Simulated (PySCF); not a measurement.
# C3H9AlO3 (Al(OMe)3): the cost of one run

Programs: PySCF 2.14.0, with density-fitted response routines of our own. Each step states its level of theory. These are calculated values for one molecule in the gas phase, unless marked as measured. Atoms count from 0, in the outputs and in this text.

### Step 1. Starting geometry

16 atoms, charge 0, multiplicity 1; geometry from: GFN2-xTB. The atoms were then displaced at random by about 0.03 Å, so the start is not that level's minimum.

Bonds of the start (Å): Al0–O1 1.60, Al0–O6 1.73, Al0–O11 1.62, O1–C2 1.36, C2–H3 1.12, C2–H4 1.12, C2–H5 1.08, O6–C7 1.42, C7–H8 1.01, C7–H9 1.12, C7–H10 1.14, O11–C12 1.42, C12–H13 1.16, C12–H14 1.13, C12–H15 1.03.

### Step 2. Relaxing the molecule at PBE0-D3(BJ)/def2-SVP

The job: settings as JSON, then the geometry in Å.

```
{"job": {"xc": "PBE0", "basis": "def2-SVP", "d3": "d3bj", "grid": 1, "maxiter": 40, "shake": 0.03, "kind": "geom"}, "charge": 0, "multiplicity": 1}
Al     0.067800    -0.071790     0.006440
O      1.443770     0.061740    -0.806560
C      2.674960    -0.456940    -1.063660
H      2.991640    -1.378230    -0.507510
H      3.482350     0.253520    -0.748750
H      2.839430    -0.622210    -2.116850
O     -1.134610     1.133580    -0.306850
C     -1.573610     2.295190    -0.993110
H     -0.870360     2.690070    -1.601800
H     -1.880410     3.043130    -0.215080
H     -2.542200     2.015560    -1.525330
O     -0.257020    -1.202440     1.113250
C     -1.202630    -1.799690     1.988680
H     -0.660440    -1.877060     3.005580
H     -1.356220    -2.875980     1.674100
H     -2.056810    -1.242410     2.163880
```

Command:

```
OMP_NUM_THREADS=1 python probes_run.py task.json out
```

This one command runs all jobs of the session in turn.

Q: Estimate the wall time and peak memory of this first job on 1 thread of Arm Neoverse V2, shared host.

About 71 s, with a peak of 0.54 GiB.
